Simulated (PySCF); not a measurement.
# C3H13ClGe2Si: the cost of one run

Computed with PySCF 2.14.0, with density-fitted response routines of our own, on a single molecule, in the gas phase or a continuum. Atoms are numbered from 0 throughout.

**1. Starting geometry**

20 atoms, charge 0, multiplicity 1; geometry from: GFN2-xTB.

Bonds of the start (Å): Si0–C1 1.90, C1–Ge2 1.97, Ge2–C3 1.97, C3–Ge4 1.97, Ge4–C5 1.98, C5–Cl6 1.78, Si0–H7 1.47, Si0–H8 1.47, Si0–H9 1.47, C1–H10 1.09, C1–H11 1.09, Ge2–H12 1.52, Ge2–H13 1.51, C3–H14 1.09, C3–H15 1.09, Ge4–H16 1.50, Ge4–H17 1.51, C5–H18 1.09, C5–H19 1.09.

**2. Optimising the geometry at PBE0-D3(BJ)/def2-SVP**

The job: settings as JSON, then the geometry in Å.

```
{"job": {"xc": "PBE0", "basis": "def2-SVP", "d3": "d3bj", "grid": 1, "kind": "geom"}, "charge": 0, "multiplicity": 1}
Si    -2.737714    -0.364576    -0.868136
C     -1.213884     0.698425    -1.262852
Ge    -0.430583     1.533280     0.336871
C      0.096746     0.202018     1.692924
Ge     1.277150    -1.190083     0.951237
C      2.850147    -0.380063     0.071194
Cl     3.820826    -1.740878    -0.529881
H     -3.737648     0.458668    -0.182662
H     -2.342537    -1.484021    -0.005151
H     -3.286346    -0.880702    -2.125064
H     -1.487808     1.482487    -1.967906
H     -0.454283     0.085729    -1.749189
H      0.775010     2.370732    -0.038587
H     -1.405487     2.502134     0.966461
H     -0.794397    -0.263353     2.109779
H      0.609408     0.705308     2.512062
H      0.590306    -2.047397    -0.071872
H      1.786915    -2.115184     2.026478
H      2.597614     0.243627    -0.784223
H      3.481418     0.194528     0.745793
```

Launch:

```sh
> OMP_NUM_THREADS=1 python probes_run.py task.json out
```

One launch serves the whole session: the jobs run in the order shown.

**Question.** How long does this first job take on 1 thread of Arm Neoverse V1, shared host, and how much memory does it need?

About 2.7 min, with a peak of 0.98 GiB.
